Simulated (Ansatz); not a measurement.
**B₄PbO₂: energies up the ladder**

The task, for B₄PbO₂: energies up the ladder.

Computed with Ansatz 0.2.0 (the levels named in each step, unless a step's input says otherwise).

**1. The system as given**

Bond lengths: O1–B2 1.202 Å, B2–B3 1.595 Å, B3–B4 1.491 Å, B4–B5 1.595 Å, B5–O6 1.202 Å, B3–Pb7 2.416 Å, B4–Pb7 2.422 Å. Angles: O1–B2–B3 178.4°, B2–B3–B4 174.5°, B2–B3–Pb7 113.3°, B4–B3–Pb7 72.3°, B3–B4–B5 174.5°, B3–B4–Pb7 71.8°, B5–B4–Pb7 113.7°, B4–B5–O6 178.4°, B3–Pb7–B4 35.9°.

As a file:

```xyz
7

O     3.4947   -1.6919    0.9801
B     2.3073   -1.5161    1.0379
B     0.7348   -1.2509    1.0830
B    -0.7424   -1.1055    1.2265
B    -2.3157   -1.0605    1.4874
O    -3.5034   -1.0024    1.6605
Pb    0.0106    0.4645   -0.4571
```

**2. A rough first relaxation, PBE-D4/def2-SVPD**

The input, input.yaml:

```yaml
crystal:
  periodic: [false, false, false]
  atoms:
    - { symbol: O, position_ang: [3.49465, -1.69188, 0.9801] }
    - { symbol: B, position_ang: [2.30732, -1.51606, 1.03787] }
    - { symbol: B, position_ang: [0.73477, -1.25093, 1.08299] }
    - { symbol: B, position_ang: [-0.74241, -1.10549, 1.22651] }
    - { symbol: B, position_ang: [-2.31567, -1.0605, 1.4874] }
    - { symbol: O, position_ang: [-3.50338, -1.00236, 1.6605] }
    - { symbol: Pb, position_ang: [0.01062, 0.46451, -0.45707] }
basis:
  gaussian: { orbitals: def2-SVPD }
hamiltonian:
  xc: pbe
  dispersion: d4
relax:
  f_tol: 0.03
  max_steps: 200
```

Started as:

```bash
ansatz run input.yaml --threads 8 --pin off --max-ram 22528MiB --backend cpu --events-out ev --progress --plain --runs-dir out
```

After this run come: Relaxation, PBE0-D4/def2-TZVPPD; Frequencies, PBE0-D4/def2-TZVPPD; Single point, PBE-D4/def2-TZVPPD; Single point, r2SCAN-D4/def2-TZVPPD; Single point, B3LYP-D4/def2-TZVPPD; Single point, wB97M-V/def2-TZVPPD; Single point, B2PLYP/def2-TZVPPD; Single point, LDA/def2-TZVPPD; Single point, PBE0-D4/def2-SVPD; Single point, PBE-D4/def2-SVPD; The anion of multiplicity 2 at the same geometry, PBE0-D4/def2-TZVPPD; The anion of multiplicity 2 at the same geometry, PBE-D4/def2-TZVPPD; The anion of multiplicity 2 at the same geometry, r2SCAN-D4/def2-TZVPPD; The anion of multiplicity 2 at the same geometry, B3LYP-D4/def2-TZVPPD; The anion of multiplicity 2 at the same geometry, wB97M-V/def2-TZVPPD; The anion of multiplicity 2 at the same geometry, B2PLYP/def2-TZVPPD.

Before running it: what results should come out? Wanted: O1–B2 at PBE0-D4/def2-TZVPPD; B2–B3 at PBE0-D4/def2-TZVPPD; B3–B4 at PBE0-D4/def2-TZVPPD; frequencies at PBE0-D4/def2-TZVPPD; vertical electron affinity, B2PLYP/def2-TZVPPD.

**Answer**, as computed:

| quantity | value |
| --- | --- |
| O1–B2 at PBE0-D4/def2-TZVPPD | 1.209 Å |
| B2–B3 at PBE0-D4/def2-TZVPPD | 1.620 Å |
| B3–B4 at PBE0-D4/def2-TZVPPD | 1.479 Å |
| frequencies at PBE0-D4/def2-TZVPPD | -10 to 1993 cm⁻¹ |
| vertical electron affinity, B2PLYP/def2-TZVPPD | 2.190 eV |

What this shows: A small imaginary frequency is left, within the noise of the finite differences or a very flat motion. For the vertical electron affinity, wB97M-V/def2-TZVPPD comes nearest to B2PLYP/def2-TZVPPD (+0.08 eV) and r2SCAN-D4/def2-TZVPPD is farthest (+0.19 eV). Heavy atoms carry effective core potentials in def2 sets, and spin-orbit coupling is left out.
